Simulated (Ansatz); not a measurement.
# CH₄F₂OSi: basis-set convergence

Aim: see how fast density functionals converge with the basis set for CH₄F₂OSi.

Computed with Ansatz 0.2.0, Gaussian basis. Level: one geometry, several basis sets.

Levels to be run: PBE0-D4/def2-SVP; ωB97M-V/def2-SVP; PBE0-D4/def2-QZVPP; ωB97M-V/def2-QZVPP; the functionals' def2-TZVPP values are taken from earlier runs.

**1. The geometry**

An earlier PBE0-D4 in a triple-zeta def2 set relaxation fixed the geometry.

SMILES `FCO[SiH2]F`, 9 atoms, charge 0, spin multiplicity 1.

Atoms are counted from 1 here; the program's logs count them from 0.

Bond lengths: F1–C2 1.375 Å, C2–O3 1.376 Å, C2–H6 1.092 Å, C2–H7 1.095 Å, O3–Si4 1.639 Å, Si4–F5 1.596 Å, Si4–H8 1.476 Å, Si4–H9 1.474 Å. Angles: F1–C2–O3 110.5°, F1–C2–H6 107.8°, F1–C2–H7 107.1°, O3–C2–H6 108.4°, O3–C2–H7 111.4°, H6–C2–H7 111.5°, C2–O3–Si4 127.4°, O3–Si4–F5 109.3°, O3–Si4–H8 112.3°, O3–Si4–H9 105.3°, F5–Si4–H8 107.1°, F5–Si4–H9 109.1°, H8–Si4–H9 113.7°.

**2. PBE0-D4 in def2-SVP**

The input, in.yaml:

```yaml
crystal:
  periodic: [false, false, false]
  atoms:
    - {symbol: F, position_ang: [-1.150829, -0.549152, 1.462965]}
    - {symbol: C, position_ang: [-1.155234, 0.476091, 0.547440]}
    - {symbol: O, position_ang: [-0.464564, 0.112436, -0.585567]}
    - {symbol: Si, position_ang: [1.072622, -0.448718, -0.676415]}
    - {symbol: F, position_ang: [2.054051, 0.586820, 0.038058]}
    - {symbol: H, position_ang: [-2.193104, 0.672657, 0.270681]}
    - {symbol: H, position_ang: [-0.697372, 1.344168, 1.032852]}
    - {symbol: H, position_ang: [1.236360, -1.745454, 0.008766]}
    - {symbol: H, position_ang: [1.386471, -0.495248, -2.115778]}
basis:
  gaussian: {orbitals: def2-SVP}
hamiltonian: {xc: pbe0, dispersion: d4}
output: {orbitals: {seedname: orbitals}}
```

After this run come: ωB97M-V in def2-SVP; PBE0-D4 in def2-QZVPP; ωB97M-V in def2-QZVPP.

**Question.** What will the summary of the whole plan be? Wanted: PBE0-D4: double and triple zeta above quadruple; ωB97M-V: double and triple zeta above quadruple.

**Answer**, as computed:

```
                                       quantity           value
PBE0-D4: double and triple zeta above quadruple  14.33, 0.76 eV
ωB97M-V: double and triple zeta above quadruple  14.53, 0.71 eV
```

In words: For PBE0-D4 the step from double to triple zeta gains 13.57 eV and the next only 0.76 eV. Total energies overstate the basis error of differences, where much of it tends to cancel. The LUMO of ωB97M-V is positive and keeps falling with the basis (3.00 to 1.62 eV): an unbound level that the basis holds in place.
